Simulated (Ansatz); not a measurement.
# C2HF2Ge radical: small, medium and large basis sets

An exercise on one series of results from a longer session: the logs are not shown, and one member is left open.

Method: one geometry, several basis sets; program: Ansatz 0.2.0, Gaussian basis.

The runs, in order: PBE0-D4/def2-SVP; ωB97M-V/def2-SVP; PBE0-D4/def2-QZVPP; ωB97M-V/def2-QZVPP; the functionals' def2-TZVPP values are taken from earlier runs.

## The relaxed structure

An earlier PBE0-D4 in a triple-zeta def2 set relaxation fixed the geometry.

SMILES `C#[C][Ge]([F])[F]`, 6 atoms, charge 0, spin multiplicity 2.

Atoms are counted from 1 here; the program's logs count them from 0.

Bond lengths: C1–C2 1.206 Å, C1–H6 1.067 Å, C2–Ge3 1.892 Å, Ge3–F4 1.728 Å, Ge3–F5 1.728 Å. Angles: C2–C1–H6 178.2°, C1–C2–Ge3 171.1°, C2–Ge3–F4 108.5°, C2–Ge3–F5 108.5°, F4–Ge3–F5 104.7°.

As a file:

| atom | x (Å) | y (Å) | z (Å) |
| --- | --- | --- | --- |
| C1 | -0.1901 | 0.5184 | 1.6929 |
| C2 | -0.1314 | 0.2042 | 0.5303 |
| Ge3 | -0.2896 | -0.1397 | -1.3231 |
| F4 | -0.2766 | -1.8506 | -1.5651 |
| F5 | 1.1429 | 0.4241 | -2.1082 |
| H6 | -0.2132 | 0.7797 | 2.7270 |

Set-up of the first run:

The input, in.yaml:

```yaml
crystal:
  periodic: [false, false, false]
  atoms:
    - {symbol: C, position_ang: [-0.190100, 0.518382, 1.692948]}
    - {symbol: C, position_ang: [-0.131417, 0.204157, 0.530329]}
    - {symbol: Ge, position_ang: [-0.289598, -0.139669, -1.323139]}
    - {symbol: F, position_ang: [-0.276601, -1.850641, -1.565139]}
    - {symbol: F, position_ang: [1.142887, 0.424070, -2.108219]}
    - {symbol: H, position_ang: [-0.213171, 0.779702, 2.727020]}
basis:
  gaussian: {orbitals: def2-SVP}
magnetization: {spin_polarized: true, initial_magnetization: 1}
hamiltonian: {xc: pbe0, dispersion: d4}
output: {orbitals: {seedname: orbitals}}
```

Run with:

```sh
ansatz run in.yaml --threads 2 --pin off --events-out ev --progress --plain --max-ram 32768MiB --backend cpu
```

Among the steps run: PBE0-D4 in def2-SVP; ωB97M-V in def2-SVP; PBE0-D4 in def2-QZVPP; ωB97M-V in def2-QZVPP.

One of the session's tables, all rows but one given; the rest of the session is left out.

It belongs to the step «Functionals by basis». 

```
functional       basis  HOMO (eV)  LUMO (eV)
   PBE0-D4    def2-SVP      -7.52      -3.95
   PBE0-D4  def2-TZVPP      -7.64      -4.03
   PBE0-D4  def2-QZVPP      -7.68      -4.08
   ωB97M-V    def2-SVP      -9.55      -2.04
   ωB97M-V  def2-TZVPP          ?          ?
   ωB97M-V  def2-QZVPP      -9.76      -2.27
```

Q: Estimate the row for ωB97M-V, def2-TZVPP from the others.

The run gave: HOMO (eV): -9.70; LUMO (eV): -2.18. In the column «HOMO (eV)» it lies between ωB97M-V, def2-QZVPP (-9.76) and ωB97M-V, def2-SVP (-9.55).
